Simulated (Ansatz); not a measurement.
# Ge2Sb2Te5: band structure with RPBE

Ge2Sb2Te5:

```xyz
9
Lattice="6.8391 -3.0660 0.0000 6.8391 3.0660 0.0000 -6.8310 0.0000 6.8476" Properties=species:S:1:pos:R:3 pbc="T T T"
Te    5.4948    0.0000    2.6461
Te    9.5385    0.0000    1.3429
Te    0.0699    0.0000    0.0441
Te   -2.7069    0.0000    5.5452
Te    1.3918    0.0000    4.0888
Sb    8.3181    0.0000    4.0255
Sb   -1.3207    0.0000    2.8579
Ge    2.6055    0.0000    1.2862
Ge    6.7274    0.0000    0.0756
```

The cell comes from a database or a generator and needn't be the stable form of this composition.

| Item | Value |
| --- | --- |
| Program | Ansatz 0.2.0 |
| Task | band structure |
| Functional | RPBE |
| Potentials or basis | Ansatz PAW |
| Cutoff | 420 eV (not typed: the program's choice for these potentials) |
| k mesh | 5 × 5 × 4 |
| Occupations | fermi-dirac, width 0.05 eV |
| Spin | no spin polarisation |
| Path | [["X", "G", "Y"], ["L", "G", "Z"], ["N", "G", "M"], ["R", "G"]] |
| Points for each segment of the path | 10 |

* Pressure: 1.2 GPa
* Largest force: 0.196 eV/Å
* Band gap on the k mesh: 0.25 eV, indirect (least direct gap 0.33 eV)
* Band gap along the path: 0.04 eV, direct

Forces in eV/Å, atoms in the order of the input:
```
Te   0.011  0.000  0.101
Te   0.009  0.000 -0.059
Te  -0.034  0.000  0.010
Te   0.052  0.000 -0.051
Te   0.125  0.000 -0.004
Sb   0.041  0.000 -0.130
Sb  -0.034  0.000  0.057
Ge  -0.194  0.000 -0.025
Ge   0.024  0.000  0.101
```

Stress tensor (GPa, compression positive):
```
 1.40  0.00 -0.10
 0.00  0.97  0.00
-0.10  0.00  1.31
```

Levels at the corners of the path, in eV from the valence-band top:
| point | band 65 | band 66 | band 67 | band 68 | band 69 | band 70 | band 71 | band 72 | band 73 | band 74 |
| --- | --- | --- | --- | --- | --- | --- | --- | --- | --- | --- |
| X | -1.39 | -0.76 | -0.72 | -0.60 | -0.32 | 0.67 | 1.48 | 2.06 | 2.34 | 2.67 |
| Γ | -1.45 | -0.82 | -0.53 | -0.44 | -0.42 | 1.05 | 1.34 | 2.44 | 2.48 | 3.45 |
| Y | -1.36 | -0.76 | -0.70 | -0.64 | -0.31 | 0.69 | 1.46 | 1.84 | 2.57 | 2.78 |
| L | -2.34 | -2.28 | -0.86 | -0.82 | -0.80 | 2.17 | 2.64 | 2.81 | 3.08 | 3.30 |
| Γ | -1.45 | -0.82 | -0.53 | -0.44 | -0.42 | 1.05 | 1.34 | 2.44 | 2.48 | 3.45 |
| Z | -1.00 | -0.78 | -0.71 | -0.55 | 0.00 | 0.04 | 0.58 | 0.69 | 1.17 | 1.35 |
| N | -0.96 | -0.77 | -0.70 | -0.63 | -0.04 | 0.25 | 0.38 | 0.73 | 1.15 | 1.43 |
| Γ | -1.45 | -0.82 | -0.53 | -0.44 | -0.42 | 1.05 | 1.34 | 2.44 | 2.48 | 3.45 |
| M | -0.96 | -0.77 | -0.70 | -0.63 | -0.04 | 0.25 | 0.38 | 0.73 | 1.15 | 1.43 |
| R | -1.00 | -0.78 | -0.71 | -0.55 | 0.00 | 0.04 | 0.58 | 0.69 | 1.17 | 1.35 |
| Γ | -1.45 | -0.82 | -0.53 | -0.44 | -0.42 | 1.05 | 1.34 | 2.44 | 2.48 | 3.45 |

It took 69 s on 4 threads of Arm Neoverse V2, with other jobs on the host, peak memory 1.6 GiB.

Caveat: the k mesh misses the band edges, so the gap on the mesh is wider than the one along the path; spin-orbit coupling is left out, which moves the levels of the heavy elements; the PAW data sets come from PBE, with cores solved anew for the run's functional, which leaves a small shift of forces and pressure.
